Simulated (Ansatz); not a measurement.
# CH7InOSi: the cost of one run

Method: unrestricted cation, the program's frozen cores in correlated methods; program: Ansatz 0.2.0, Gaussian basis.

Levels to be run: UKS PBE-D4/def2-TZVPP; UKS r2SCAN-D4/def2-TZVPP; UKS PBE0-D4/def2-TZVPP; UKS B3LYP-D4/def2-TZVPP; UKS wB97X-V/def2-TZVPP; UKS wB97M-V/def2-TZVPP; UKS B2PLYP/def2-TZVPP; UHF-CCSD(T)/def2-TZVPP; UHF-MP2/def2-QZVPP; extrapolation to the limit; then −ε(HOMO) from the neutral's earlier runs with LDA (SPW92), PBE-D4, revPBE-D4, BLYP-D4, r2SCAN-D4, B97M-V, PBE0-D4, B3LYP-D4, r2SCANh-D4, r2SCAN0-D4, HSE06-D4, BHLYP-D4, CAM-B3LYP-D4, LC-ωPBE, ωB97X-V, ωB97M-V.

## Step 1: The geometry

An earlier PBE0-D4 in a triple-zeta def2 set relaxation fixed the geometry. In takes the def2 core potential; no spin-orbit term is included.

SMILES `[CH3][InH][O][SiH3]`, 11 atoms, charge 0, spin multiplicity 1.

Atoms are counted from 1 here; the program's logs count them from 0.

Bond lengths: C1–In2 2.133 Å, C1–H5 1.091 Å, C1–H6 1.092 Å, C1–H7 1.089 Å, In2–O3 2.006 Å, In2–H8 1.705 Å, O3–Si4 1.619 Å, Si4–H9 1.490 Å, Si4–H10 1.493 Å, Si4–H11 1.497 Å. Angles: In2–C1–H5 108.8°, In2–C1–H6 108.8°, In2–C1–H7 112.1°, H5–C1–H6 108.2°, H5–C1–H7 109.7°, H6–C1–H7 109.2°, C1–In2–O3 110.7°, C1–In2–H8 140.1°, O3–In2–H8 109.2°, In2–O3–Si4 137.4°, O3–Si4–H9 110.7°, O3–Si4–H10 111.7°, O3–Si4–H11 112.0°, H9–Si4–H10 107.9°, H9–Si4–H11 107.6°, H10–Si4–H11 106.8°.

## Step 2: Cation, UKS PBE-D4/def2-TZVPP

in.yaml

```yaml
crystal:
  periodic: [false, false, false]
  atoms:
    - {symbol: C, position_ang: [-1.416557, 1.321539, -0.597390]}
    - {symbol: In, position_ang: [-1.121392, 0.127796, 1.144896]}
    - {symbol: O, position_ang: [0.574738, -0.932766, 1.000619]}
    - {symbol: Si, position_ang: [1.748010, -1.162131, -0.090787]}
    - {symbol: H, position_ang: [-1.294187, 0.691707, -1.479536]}
    - {symbol: H, position_ang: [-0.650033, 2.098159, -0.624778]}
    - {symbol: H, position_ang: [-2.400172, 1.788646, -0.612562]}
    - {symbol: H, position_ang: [-1.869131, -0.211996, 2.638672]}
    - {symbol: H, position_ang: [2.334484, -2.524675, 0.046617]}
    - {symbol: H, position_ang: [2.851846, -0.168944, 0.068039]}
    - {symbol: H, position_ang: [1.242394, -1.027335, -1.493799]}
basis:
  gaussian: {orbitals: def2-TZVPP}
total_charge: 1
magnetization: {spin_polarized: true, initial_magnetization: 1}
hamiltonian: {xc: pbe, dispersion: d4}
```

Run with:

```bash
$ ansatz run in.yaml --threads 2 --pin off --events-out ev --progress --plain --max-ram 22528MiB --backend cpu
```

What time and memory should one allow on 2 threads of AMD EPYC 7R13, shared host?

About 15 s, with a peak of 0.51 GiB.
